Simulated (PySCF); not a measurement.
# F2H2Si: the cost of one run

Computed with PySCF 2.14.0; each step states its level. No surroundings beyond the atoms listed, unless a continuum is named. Atoms count from 0, parts from 1.

### Step 1. The system as given

Each species was relaxed by itself at PBE0-D3(BJ)/def2-SVPD.

### Step 2. Reaction energy: wB97M-D3(BJ)/def2-TZVPD

The job: settings as JSON, then the geometry in Å.

```
{"job": {"kind": "react", "xc": "wB97M-D3(BJ)", "basis": "def2-TZVPD"}, "charge": 0, "multiplicity": 1}
-1 FH3Si charge 0 multiplicity 1
F      1.572520    -0.020450    -0.039180
Si    -0.068780     0.004510     0.004230
H     -0.508170     1.392130    -0.301570
H     -0.561780    -0.953980    -1.020540
H     -0.491450    -0.404220     1.370390

-1 F2 charge 0 multiplicity 1
F      0.688750    -0.018110     0.004330
F     -0.688750     0.018110    -0.004330

+1 F2H2Si charge 0 multiplicity 1
F     -1.025020    -0.099660     1.223720
Si     0.011020    -0.056780    -0.026140
F      0.562480     1.465560    -0.150890
H      1.155120    -0.938640     0.290900
H     -0.737400    -0.380730    -1.260030

+1 FH charge 0 multiplicity 1
F      0.459730    -0.017390     0.005540
H     -0.459730     0.017390    -0.005540
```

Level: wB97M-D3(BJ)/def2-TZVPD reaction energy of separated species, gas phase.

The run is started by

```bash
$ OMP_NUM_THREADS=1 python cluster_run.py task.json out
```

The driver reads the jobs from task.json and runs them one after another.

Q: Estimate the wall time and peak memory of this first job on 1 thread of Arm Neoverse N1, shared host.

About 13 s, with a peak of 0.49 GiB.
